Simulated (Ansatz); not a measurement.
**CH2Ga (quartet): from Hartree-Fock to the top rungs, cc-pVDZ**

Aim: climb from Hartree-Fock through coupled cluster and multireference methods for CH2Ga (quartet) at one geometry and basis, and see what each rung misses.

Method: cc-pVDZ, core rule «outside noble gas», up to 15 orbitals frozen; program: Ansatz 0.2.0, Gaussian basis.

The runs, in order: UHF; CCSD(T) on ROHF; CCSD(T) on UHF; BCCD(T) on ROHF; CISD; CCSDT(Q) on ROHF; CCSDT(Q) on UHF; CCSDTQ on ROHF; CASSCF and MRCISD+Q, 9 electrons in 10 orbitals; CASSCF and NEVPT4(SD), 9 electrons in 10 orbitals; CASSCF and NEVPT2, 9 electrons in 10 orbitals.

9 further runs of the same task are left out: 4 for a known fault of the program, 5 set aside as unsound or not needed.

**1. What is computed**

The geometry is a PBE0/def2-TZVP stationary point (not a proven minimum) of the parent state, kept for this charge and spin. No spin-orbit coupling is included. The filled d shell of Ga may be among the frozen orbitals whatever the setting's name suggests; the logs give the count.

4 atoms, charge 0, spin multiplicity 4.

Atoms are counted from 1 here; the program's logs count them from 0.

Bond lengths: C1–Ga2 1.974 Å, Ga2–H3 1.564 Å, Ga2–H4 1.566 Å. Angles: C1–Ga2–H3 118.1°, C1–Ga2–H4 117.3°, H3–Ga2–H4 124.6°.

**2. UHF**

Contents of in.yaml:

```yaml
crystal:
  periodic: [false, false, false]
  atoms:
    - {symbol: C, position_ang: [0.000000, 0.001437, 1.708594]}
    - {symbol: Ga, position_ang: [0.000000, -0.000051, -0.265616]}
    - {symbol: H, position_ang: [0.000000, 1.379029, -1.003372]}
    - {symbol: H, position_ang: [0.000000, -1.392627, -0.982695]}
basis:
  gaussian: {orbitals: cc-pVDZ}
magnetization: {spin_polarized: true, initial_magnetization: 3}
hamiltonian: {xc: hf}
output: {orbitals: {seedname: orbitals}}
```

Launch:

```sh
> ansatz run in.yaml --threads 1 --pin off --events-out ev --progress --plain --max-ram 4096MiB --backend cpu
```

After this run come: CCSD(T) on ROHF; CCSD(T) on UHF; BCCD(T) on ROHF; CISD; CCSDT(Q) on ROHF; CCSDT(Q) on UHF; CCSDTQ on ROHF; CASSCF and MRCISD+Q, 9 electrons in 10 orbitals; CASSCF and NEVPT4(SD), 9 electrons in 10 orbitals; CASSCF and NEVPT2, 9 electrons in 10 orbitals.

**Question.** What will the summary of the whole plan be? Wanted: RCCSDTQ below the RHF energy; RMP2 from RCCSDTQ; UMP2 from RCCSDTQ; RCCSD from RCCSDTQ; RCCSD(T) from RCCSDTQ; UCCSD(T) from RCCSDTQ; RCCSDT(Q) from RCCSDTQ; UCCSDT(Q) from RCCSDTQ; NEVPT2 valence from RCCSDTQ.

The runs gave:

| quantity | value |
| --- | --- |
| RCCSDTQ below the RHF energy | -4.4051 eV |
| RMP2 from RCCSDTQ | +23.84 kcal/mol |
| UMP2 from RCCSDTQ | +23.67 kcal/mol |
| RCCSD from RCCSDTQ | +2.84 kcal/mol |
| RCCSD(T) from RCCSDTQ | +0.75 kcal/mol |
| UCCSD(T) from RCCSDTQ | +0.70 kcal/mol |
| RCCSDT(Q) from RCCSDTQ | +0.03 kcal/mol |
| UCCSDT(Q) from RCCSDTQ | -0.03 kcal/mol |
| NEVPT2 valence from RCCSDTQ | +17.61 kcal/mol |
| NEVPT4(SD) valence from RCCSDTQ | +2.37 kcal/mol |
| MRCISD+Q valence from RCCSDTQ | +0.32 kcal/mol |
| levels within 1 kcal/mol (43 meV) | RCCSD(T), UCCSD(T), BCCD(T), RCCSDT, UCCSDT, RCCSDT(Q), UCCSDT(Q), MRCISD+Q valence |
| T1 diagnostic | 0.025 |
| effectively unpaired electrons | 3.02 |

In words: RCCSD(T) lands +0.75 kcal/mol from the yardstick (0.7 % of the correlation energy). One determinant dominates. Of the multireference levels listed MRCISD+Q valence comes nearest in total energy (+0.32 kcal/mol), which doesn't show that its space is the better one. These misses are within one basis, not against nature; the frozen cores of restricted and unrestricted runs differ, which can shift their rows.
